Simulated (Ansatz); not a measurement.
**Sb: stress in a strained cell**

Aim: deform Sb (equal xx and yy strain of -2 %) and compute stress, forces and field gradients with LAPW, PAW and all-electron datasets made for the crystal.

Computed with Ansatz 0.2.0 (DFT LDA, scalar-relativistic, unless a step's input says otherwise).

## 1. Starting point

Symmetry: P6_3/mmc, No. 194, hexagonal system. Conventional cell: a = 3.369 Å, b = 3.369 Å, c = 5.330 Å, α = 90.00°, β = 90.00°, γ = 120.00°. Sb (site symmetry -6m2) is surrounded by 12 Sb at 3.30 to 3.37 Å.

Structure file:

```
CELL_PARAMETERS angstrom
3.36900 0.00000 0.00000
-1.68450 2.91764 0.00000
0.00000 0.00000 5.33000
ATOMIC_POSITIONS crystal
Sb 0.33333 0.66667 0.25000
Sb 0.66667 0.33333 0.75000
```

Atoms are numbered in the order of the input: Sb1, Sb2.

## 2. After the deformation

Space group P6_3/mmc before, P6_3/mmc after.

## 3. All-electron LAPW

File input.yaml:

```yaml
crystal:
  lattice:
    - [3.3016201759, 0.0, 0.0]
    - [-1.650810088, 2.859286946, 0.0]
    - [0.0, 0.0, 5.33]
  atoms:
    - { symbol: Sb, position: [0.3333333333, 0.6666666667, 0.25] }
    - { symbol: Sb, position: [0.6666666667, 0.3333333333, 0.75] }
kpoints:
  mp_grid: { grid: [12, 12, 7] }
  band_path:
    path:
      - [0.0, 0.0, 0.0]
      - [0.5, 0.0, 0.0]
      - [0.3333333333, 0.3333333333, 0.0]
      - [0.0, 0.0, 0.0]
      - [0.0, 0.0, 0.5]
      - [0.5, 0.0, 0.5]
      - [0.3333333333, 0.3333333333, 0.5]
      - [0.0, 0.0, 0.5]
      - [0.5, 0.0, 0.5]
    npoints: 5
scf:
  occupations: { method: fermi_dirac, width: 0.03 }
hamiltonian:
  xc: lda
  pseudopotentials: { kind: all_electron, lapw: { basis_error: 0.0005 } }
output:
  forces: true
  stress: true
  eigenvalues: true
```

Launch:

```console
$ ansatz run input.yaml --threads 1 --pin off --max-ram 3072MiB --backend cpu --events-out ev --progress --plain --runs-dir out
```

## 4. Frozen-core PAW

File input.yaml:

```yaml
crystal:
  lattice:
    - [3.3016201759, 0.0, 0.0]
    - [-1.650810088, 2.859286946, 0.0]
    - [0.0, 0.0, 5.33]
  atoms:
    - { symbol: Sb, position: [0.3333333333, 0.6666666667, 0.25] }
    - { symbol: Sb, position: [0.6666666667, 0.3333333333, 0.75] }
kpoints:
  mp_grid: { grid: [12, 12, 7] }
scf:
  occupations: { method: fermi_dirac, width: 0.03 }
hamiltonian:
  xc: lda
  pseudopotentials: { kind: paw }
output:
  forces: true
  stress: true
  eigenvalues: true
  efg: { contact_densities: true }
```

## 5. All-electron PAW on datasets made for the crystal

input.yaml: that of step 4 with these lines changed.

```diff
@@ -14,3 +14,3 @@
   xc: lda
-  pseudopotentials: { kind: paw }
+  pseudopotentials: { kind: all_electron, datasets: crystal }
 output:
```

(Steps that only read results are left out.)

**Question.** What will these runs give? Wanted: pressure; largest shear or deviatoric stress.

As calculated:

| quantity | value |
| --- | --- |
| pressure | LAPW 1.53, PAW 1.50, crystal datasets 1.53 GPa |
| largest shear or deviatoric stress (LAPW) | 0.70 GPa |

The largest part of the stress beyond the pressure is 0.70 GPa in size, in the zz component; the atoms are carried along and not relaxed. No run of the undeformed cell stands beside it, so the pressure holds what the given cell had before the change. PAW: stress within 0.03 GPa of LAPW. Crystal datasets: stress within 0.01 GPa of LAPW. Spin-orbit coupling is left out, though the cell holds Sb; in elements this heavy it can shift bands and gaps by tenths of an eV.
